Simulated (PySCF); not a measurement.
**C₃H₈Si: electronic structure in real space**

For C₃H₈Si, the scripts below measure its response to a uniform field, compute its lowest excited states and localise its valence orbitals.

Program: PySCF 2.14.0. Level of theory: levels as typed in each script, gas phase, geometry from GFN2-xTB. These are calculated values, not measurements.

### Step 1. Where the work starts

SMILES `C=C(C)[SiH3]`, 12 atoms, charge 0, spin multiplicity 1.

Bond lengths: C1–C2 1.326 Å, C1–H5 1.077 Å, C1–H6 1.081 Å, C2–C3 1.499 Å, C2–Si4 1.889 Å, C3–H7 1.089 Å, C3–H8 1.089 Å, C3–H9 1.090 Å, Si4–H10 1.462 Å, Si4–H11 1.466 Å, Si4–H12 1.467 Å. Angles: C2–C1–H5 122.0°, C2–C1–H6 122.3°, H5–C1–H6 115.8°, C1–C2–C3 121.0°, C1–C2–Si4 122.7°, C3–C2–Si4 116.3°, C2–C3–H7 110.2°, C2–C3–H8 111.5°, C2–C3–H9 110.1°, H7–C3–H8 108.7°, H7–C3–H9 107.5°, H8–C3–H9 108.7°, C2–Si4–H10 109.8°, C2–Si4–H11 109.1°, C2–Si4–H12 109.0°, H10–Si4–H11 110.2°, H10–Si4–H12 110.0°, H11–Si4–H12 108.8°.

As a file:

```xyz
12
charge 0, multiplicity 1
C     1.1120   -1.3128   -0.0001
C     0.5083   -0.1321    0.0003
C     1.3009    1.1406    0.0002
Si   -1.3714    0.0515   -0.0002
H     0.5579   -2.2368   -0.0008
H     2.1885   -1.4108    0.0002
H     1.0547    1.7363    0.8778
H     2.3718    0.9442   -0.0001
H     1.0541    1.7362   -0.8790
H    -1.9977   -1.2700    0.0020
H    -1.7789    0.8021   -1.1921
H    -1.7780    0.8023    1.1932
```

### Step 2. Response to an electric field (PBE/def2-svpd)

Contents of input.py:

```python
import numpy as np
from pyscf import gto, scf, dft
from pyscf.scf import atom_ks, atom_hf
from scipy.linalg import block_diag

def solve(mol, dm0=None, hcore=None):
    mf = (dft.UKS if mol.spin else dft.RKS)(mol, xc='pbe')
    mf.grids.level = 3
    mf = mf.density_fit(auxbasis='def2-universal-jkfit')
    mf.conv_tol, mf.max_cycle = 1e-8, 80
    if hcore is not None:
        mf.get_hcore = lambda *args: hcore
    mf.kernel(dm0)
    if not mf.converged:
        mf = mf.newton().run(mf.mo_coeff, mf.mo_occ, max_cycle=30)
    assert mf.converged, 'SCF not converged'
    return mf

mol = gto.M(atom='''
C      1.11203    -1.31281    -0.00015
C      0.50835    -0.13205     0.00027
C      1.30085     1.14064     0.00018
Si    -1.37142     0.05155    -0.00023
H      0.55794    -2.23677    -0.00075
H      2.18850    -1.41079     0.00020
H      1.05473     1.73631     0.87784
H      2.37180     0.94421    -0.00005
H      1.05406     1.73619    -0.87900
H     -1.99766    -1.26998     0.00203
H     -1.77891     0.80213    -1.19211
H     -1.77801     0.80230     1.19323
''', basis='def2-svpd', charge=0, spin=0, verbose=4)
field = np.array([-0.005, -0.0, -0.0])  # atomic units
mol.set_common_orig(mol.atom_charges() @ mol.atom_coords() / mol.atom_charges().sum())
mf = solve(mol)
out = dict(dm0=mf.make_rdm1(), d0=mf.dip_moment(unit='AU'), e0=mf.e_tot)
for name, sign in (('p', 1), ('m', -1)):
    h = mf.get_hcore() + sign * np.einsum('x,xij->ij', field, mol.intor('int1e_r'))
    mi = solve(mol, mf.make_rdm1(), h)
    out.update({'dm' + name: mi.make_rdm1(), 'd' + name: mi.dip_moment(unit='AU'), 'e' + name: mi.e_tot})
# spherically averaged free atoms, for the promolecule
atm = atom_ks.get_atm_nrks(mol, xc='pbe')
pro = block_diag(*[(atm[a[0]][2] * atm[a[0]][3]) @ atm[a[0]][2].T for a in mol._atom])
np.savez('result.npz', pro=pro, **out)
```

Launch:

```console
> OMP_NUM_THREADS=1 python input.py
```

### Step 4. Excited states (B3LYP/def2-svpd)

Contents of input.py:

```python
import numpy as np
from pyscf import gto, scf, dft, tdscf
from pyscf.scf import atom_ks, atom_hf
from scipy.linalg import block_diag

def solve(mol, dm0=None, hcore=None):
    mf = (dft.UKS if mol.spin else dft.RKS)(mol, xc='b3lyp')
    mf.grids.level = 3
    mf = mf.density_fit(auxbasis='def2-universal-jkfit')
    mf.conv_tol, mf.max_cycle = 1e-8, 80
    if hcore is not None:
        mf.get_hcore = lambda *args: hcore
    mf.kernel(dm0)
    if not mf.converged:
        mf = mf.newton().run(mf.mo_coeff, mf.mo_occ, max_cycle=30)
    assert mf.converged, 'SCF not converged'
    return mf

mol = gto.M(atom='''
C      1.11203    -1.31281    -0.00015
C      0.50835    -0.13205     0.00027
C      1.30085     1.14064     0.00018
Si    -1.37142     0.05155    -0.00023
H      0.55794    -2.23677    -0.00075
H      2.18850    -1.41079     0.00020
H      1.05473     1.73631     0.87784
H      2.37180     0.94421    -0.00005
H      1.05406     1.73619    -0.87900
H     -1.99766    -1.26998     0.00203
H     -1.77891     0.80213    -1.19211
H     -1.77801     0.80230     1.19323
''', basis='def2-svpd', charge=0, spin=0, verbose=4)
mf = solve(mol)
td = mf.TDDFT()
td.nstates, td.singlet, td.conv_tol = 5, True, 1e-5
td.kernel()
td.analyze()
x, y = np.array([p[0] for p in td.xy]), np.array([p[1] + 0 * p[0] for p in td.xy])
f, mu = td.oscillator_strength(), td.transition_dipole()
nto = [td.get_nto(state=i + 1, verbose=4) for i in range(len(td.e))]
# spherically averaged free atoms, for the promolecule
atm = atom_ks.get_atm_nrks(mol, xc='b3lyp')
pro = block_diag(*[(atm[a[0]][2] * atm[a[0]][3]) @ atm[a[0]][2].T for a in mol._atom])
np.savez('result.npz', e=td.e, f=f, ok=td.converged, w=[n[0] for n in nto], nto=[n[1] for n in nto], x=x, y=y, c=mf.mo_coeff, occ=mf.mo_occ, eps=mf.mo_energy, pro=pro, mu=mu)
```

### Step 6. Localised orbitals (HF/def2-tzvp)

Contents of input.py:

```python
import numpy as np
from pyscf import gto, scf, dft, lo
from pyscf.data.elements import chemcore

def solve(mol, dm0=None, hcore=None):
    mf = scf.UHF(mol) if mol.spin else scf.RHF(mol)
    mf = mf.density_fit(auxbasis='def2-universal-jkfit')
    mf.conv_tol, mf.max_cycle = 1e-8, 80
    if hcore is not None:
        mf.get_hcore = lambda *args: hcore
    mf.kernel(dm0)
    if not mf.converged:
        mf = mf.newton().run(mf.mo_coeff, mf.mo_occ, max_cycle=30)
    assert mf.converged, 'SCF not converged'
    return mf

mol = gto.M(atom='''
C      1.11203    -1.31281    -0.00015
C      0.50835    -0.13205     0.00027
C      1.30085     1.14064     0.00018
Si    -1.37142     0.05155    -0.00023
H      0.55794    -2.23677    -0.00075
H      2.18850    -1.41079     0.00020
H      1.05473     1.73631     0.87784
H      2.37180     0.94421    -0.00005
H      1.05406     1.73619    -0.87900
H     -1.99766    -1.26998     0.00203
H     -1.77891     0.80213    -1.19211
H     -1.77801     0.80230     1.19323
''', basis='def2-tzvp', charge=0, spin=0, verbose=4)
mf = solve(mol)
occ_all = mf.mo_coeff[:, mf.mo_occ > 0]
occ = occ_all[:, chemcore(mol):]
loc = lo.ibo.ibo(mol, occ, iaos=lo.iao.iao(mol, occ_all))
fock, s = mf.get_fock(), mf.get_ovlp()
ortho = lo.orth_ao(mol, 'meta_lowdin')
ortho = lo.vec_lowdin(lo.iao.iao(mol, occ_all), s)
labels = lo.iao.reference_mol(mol).ao_labels(fmt=None)
vir = lo.vvo.livvo(mol, occ_all, mf.mo_coeff[:, mf.mo_occ == 0])
both = np.hstack([loc, vir])
p = (ortho.T @ s @ both) ** 2
pop = np.array([p[[l[0] == a for l in labels]].sum(0) for a in range(mol.natm)])
spd = np.array([[p[[l[0] == a and l[2][-1] == k for l in labels]].sum(0) for k in 'spd'] for a in range(mol.natm)])
eps = np.einsum('pi,pq,qi->i', both, fock, both)
for i in np.argsort(eps):
    top = np.argsort(-pop[:, i])[:3]
    print('%3d %s %9.4f Eh ' % (i + 1, 'occ' if i < loc.shape[1] else 'vir', eps[i]), '  '.join('%s%d %.3f' % (mol.atom_symbol(a), a + 1, pop[a, i]) for a in top))
np.savez('result.npz', c=both, nocc=loc.shape[1], pop=pop, spd=spd, eps=eps, e=mf.e_tot)
```

(Steps that only read results are left out.)

Before running it: what results should come out? Wanted: polarisability along the field; lowest singlet excitation.

**Answer**, as computed:

| quantity | value |
| --- | --- |
| polarisability along the field (PBE/def2-svpd) | 76.6 bohr³ |
| lowest singlet excitation (B3LYP/def2-svpd) | 6.67 eV |
| localised occupied orbitals above −45 eV (HF/def2-tzvp) | 12 |

The geometry was not optimised at these levels.
